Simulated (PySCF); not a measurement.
# C₅H₄F₂: geometry, spin-spin couplings

What spin-spin couplings should C₅H₄F₂ (`FC1=C(F)CC=C1`) show?

Programs: PySCF 2.14.0, with density-fitted response routines of our own. Each step states its level of theory. These are calculated values for one molecule in the gas phase, unless marked as measured. Atoms are numbered from 0 throughout.

## 1. Starting geometry

11 atoms, charge 0, multiplicity 1; geometry from: GFN2-xTB. The atoms were then displaced at random by about 0.01 Å, so the start is not that level's minimum.

Bonds of the start (Å): F0–C1 1.35, C1–C2 1.34, C2–F3 1.37, C2–C4 1.48, C4–C5 1.51, C5–C6 1.35, C6–C1 1.44, C4–H7 1.08, C4–H8 1.06, C5–H9 1.07, C6–H10 1.08.

## 2. Relaxing the molecule at PBE0-D3(BJ)/def2-SVP

The job: settings as JSON, then the geometry in Å.

```
{"job": {"xc": "PBE0", "basis": "def2-SVP", "d3": "d3bj", "grid": 1, "shake": 0.01, "kind": "geom"}, "charge": 0, "multiplicity": 1}
F      2.339700     1.152150     0.158770
C      1.121630     0.572260     0.072220
C      0.850630    -0.702630    -0.257470
F      1.766850    -1.668930    -0.572750
C     -0.603470    -0.949900    -0.223460
C     -1.133630     0.401520     0.177580
C     -0.109920     1.259300     0.342540
H     -0.849030    -1.711680     0.505650
H     -0.983140    -1.263180    -1.163830
H     -2.179810     0.591840     0.314480
H     -0.181690     2.293440     0.630610
```

On the command line:

```bash
OMP_NUM_THREADS=1 python probes_run.py task.json out
```

One launch serves the whole session: the jobs run in the order shown.

**Question.** This job is followed by: B3LYP/cc-pVTZ indirect spin-spin coupling, non-relativistic, gas phase; B3LYP/6-31G* indirect spin-spin coupling, non-relativistic, gas phase. Predict these results of the whole session: point group; rotational constants (main isotopes); largest coupling of the table (B3LYP/cc-pVTZ); range of J(C2,F3), mean over like pairs.

As calculated:

| quantity | value |
| --- | --- |
| point group | Cs |
| rotational constants (main isotopes) | 3.61, 3.17, 1.71 GHz |
| largest coupling of the table (B3LYP/cc-pVTZ) | 1J(C,F) C2–F3, -336.3 Hz |
| range of J(C2,F3), mean over like pairs | -336.3 to -216.2 Hz |

What this shows: Over 7 steps the energy fell by 0.132 eV; of the close pairs, C2–F3 changed most, 1.368 to 1.323 Å. In the run at B3LYP/cc-pVTZ, the largest coupling of the table is C2–F3, -336.3 Hz, of which the Fermi-contact term gives -327.7 Hz. Couplings across rotatable bonds belong to this one conformer; where others are populated, the observed values are averages. Density functionals describe couplings to fluorine poorly, F–F couplings above all, so those rows are rough. The coupling C2–F3, as a mean over pairs of its kind, runs from -336.3 Hz (B3LYP/cc-pVTZ) to -216.2 Hz (B3LYP/6-31G*). Couplings from bases without tight functions are rough.
